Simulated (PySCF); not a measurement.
# F4Ti ([TiF4]-): the cost of one run

Programs: PySCF 2.14.0, with routines of our own; each step states its level. All values are computed. Atoms count from 0.

## Step 1: The system as given

5 atoms, charge -1, states of the metal's open shell are computed; geometry from: model start, shaken.

## Step 2: Geometry optimisation at PBE0-D3(BJ)/def2-TZVP

The job: settings as JSON, then the geometry in Å.

```
{"job": {"xc": "PBE0", "basis": "def2-TZVP", "d3": "d3bj", "grid": 1, "maxiter": 45, "kind": "geom"}, "charge": -1, "metal": "Ti", "open_shell": "d1"}
Ti     0.000020     0.004480    -0.004110
F      1.054740     1.061280     1.053220
F     -1.067200    -1.047990     1.060710
F     -1.077410     1.075450    -1.062740
F      1.069680    -1.082060    -1.068540
```

The run is started by

```console
> OMP_NUM_THREADS=1 python lf_run.py task.json out
```

One launch serves the whole session: the jobs run in the order shown.

Q: Estimate the wall time and peak memory of this first job on 1 thread of Intel Xeon Platinum 8488C, shared host.

About 74 s, with a peak of 0.67 GiB.
